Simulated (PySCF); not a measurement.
# HgB: from the state search to spectroscopic constants

An exercise on one series of results from a longer session: the logs are not shown, and one member is left open.

Program: PySCF 2.14.0. Level of theory: Hg cc-pVDZ-PP with ECP60, B cc-pVDZ, scalar-relativistic core potentials. These are calculated values, not measurements.

Set-up of the first run:

Settings of the job:

```json
{
  "atoms": "Hg, B",
  "charge": "0",
  "basis": "Hg cc-pVDZ-PP with ECP60, B cc-pVDZ",
  "Hamiltonian": "scalar-relativistic core potentials",
  "basis functions": "52",
  "electrons treated": "25",
  "masses in u": "201.9706, 11.0093",
  "levels": "PBE0, PBE, r²SCAN, M06-2X, PW91, B3LYP, HSE06, HF, MP2, SCS-MP2, CCSD, CCSD(T)",
  "grid": "80 radial by 434 angular points",
  "occupations": "held fixed by the projection of orbital angular momentum",
  "dissociation limit": "Hg + B, each in its ground configuration",
  "starting distance in angstrom": "2.190",
  "values of 2S to try": "1, 3"
}
```

Command:

```sh
> OMP_NUM_THREADS=1 python dia.py task.json out
```

Among the steps run: Set-up; First curve: PBE0; Excited determinants; PBE; r²SCAN (meta-GGA); M06-2X (hybrid meta-GGA); PW91; B3LYP (global hybrid GGA); HSE06 (range-separated hybrid); ROHF (mean field); Correlated methods on the Hartree–Fock reference.

One table of the session follows, with a row left open; its other results are not shown here.

| level | Re (Å) | ωe (cm⁻¹) | De (eV) |
| --- | --- | --- | --- |
| ROHF-MP2 | 2.369 | 167.3 | 0.115 |
| ROHF-CCSD(T) | 2.493 | 120.7 | 0.063 |
| PBE | 2.290 | 306 | 0.52 |
| PW91 | 2.290 | 305 | 0.54 |
| r²SCAN | 2.293 | 300 | 0.483 |
| B3LYP | 2.432 | 205.5 | 0.198 |
| PBE0 | ? | ? | ? |
| HSE06 | 2.363 | 254.5 | 0.353 |
| M06-2X | 2.495 | 160.9 | 0.181 |

Estimate the missing values for PBE0.

**Answer.** Re (Å): 2.356; ωe (cm⁻¹): 257.0; De (eV): 0.346. In the column «Re (Å)» it lies between r²SCAN (2.293) and HSE06 (2.363).

De is counted to Hg + B in their ground configurations. No constants: ROHF (no minimum is bracketed among the points kept); ROHF-SCS-MP2 (no minimum is bracketed among the points kept); ROHF-CCSD (no minimum is bracketed among the points kept).
